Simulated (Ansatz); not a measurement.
# AlBrH₃NSi, SMILES Br[SiH]1[NH][AlH]1: harmonic frequencies at the relaxed geometry

Program: Ansatz's Python interface.

`freq_albrh3nsi.py`
```python
# -*- coding: utf-8 -*-
"""Vibrations of AlBrH3NSi."""

import itertools
import warnings

import ansatz as az
from ase import Atoms
from ase.data import atomic_numbers, covalent_radii
import numpy as np

warnings.simplefilter("ignore", az.DeckWarning)

atoms = Atoms(["Br", "Si", "N", "Al", "H", "H", "H"], positions=[
    [-1.2736, -2.0947, 1.1704],
    [-0.8834, 0.0376, 0.4316],
    [0.8449, 0.4129, 0.5771],
    [0.7348, 0.1827, -1.3005],
    [-1.676, 1.1589, 0.9226],
    [1.3537, -0.4338, 0.9399],
    [0.9608, 0.6683, -2.7868],
])
albrh3nsi = az.Crystal.molecule_from_ase(atoms)

model = albrh3nsi.calculation()
model = model.basis(gaussian="def2-SVP")
model = model.functional("pbe")
symbols = [site.symbol for site in albrh3nsi.cartesian_sites]
start = np.array([site.position_ang for site in albrh3nsi.cartesian_sites], dtype=float)
data = model.relax(force_tolerance=0.003, max_steps=100).run().report
end = np.array(data["positions_ang"])

# pairs closer than 1.2 times the sum of covalent radii, before or after
radius = [covalent_radii[atomic_numbers[s]] for s in symbols]
span = lambda where, i, j: np.linalg.norm(where[i] - where[j])
bonded = [(i, j) for i, j in itertools.combinations(range(len(symbols)), 2) if min(span(start, i, j), span(end, i, j)) < 1.2 * (radius[i] + radius[j])]
print("pair        before    after (A)")
for i, j in bonded:
    print(f"{symbols[i]}{i}-{symbols[j]}{j}".ljust(10), f"{span(start, i, j):8.4f} {span(end, i, j):8.4f}")

# same settings at the minimum
minimum = az.Crystal.molecule()
for symbol, place in zip(symbols, end):
    minimum = minimum.atom(symbol, place.tolist())
vibrating = (
    minimum.calculation()
    .basis(gaussian="def2-SVP")  # the orbital basis, by name
    .functional("pbe")
    .phonons(temperatures=(298.15, 498.15, 100))
)
vib = vibrating.run().report["vibrations"]
sums = vib["harmonic_sums"]
modes = [m["omega_inv_cm"] for m in sums["modes_at_gamma"] if m["rigid_motion"] == "no"]
print("frequencies (1/cm):", " ".join(f"{w:.0f}" for w in modes))
print("imaginary modes:", sum(w < 0 for w in modes), " zero-point energy:", round(sums["zero_point_energy_ev"], 4), "eV")
print("T (K)   F_vib (eV)   S_vib (meV/K)   C_vib (meV/K)")
for row in zip(sums["temperatures_k"], sums["vibrational_free_energy_ev"], vib["entropy_ev_per_k"], vib["heat_capacity_ev_per_k"]):
    print(f"{row[0]:6.1f} {row[1]:11.4f} {1000 * row[2]:13.4f} {1000 * row[3]:15.4f}")
```

Output of `python freq_albrh3nsi.py`:
```text
pair        before    after (A)
Br0-Si1      2.2901   2.2708
Si1-N2       1.7746   1.7817
Si1-Al3      2.3748   2.3239
Si1-H4       1.4583   1.5070
N2-Al3       1.8949   1.8081
N2-H5        1.0523   1.0265
Al3-H6       1.5799   1.5934
frequencies (1/cm): 114 176 330 390 416 483 616 622 678 779 851 920 1890 2131 3467
imaginary modes: 0  zero-point energy: 0.8594 eV
T (K)   F_vib (eV)   S_vib (meV/K)   C_vib (meV/K)
 298.1      0.8015        0.4831          0.6180
 398.1      0.7431        0.6824          0.7572
 498.1      0.6657        0.8629          0.8519
```

The frequencies are harmonic and unscaled, in a modest basis. The result belongs to the one conformer reached from this start, and soft torsions count as harmonic oscillators. The whole script took 2.1 min on 1 thread of Arm Neoverse V1, with other jobs on the host, peak memory 0.22 GiB.

(A comment or docstring line of the script was reworded after the run, the code is as it ran; lines on the test bed's own set-up are left out of the output.)
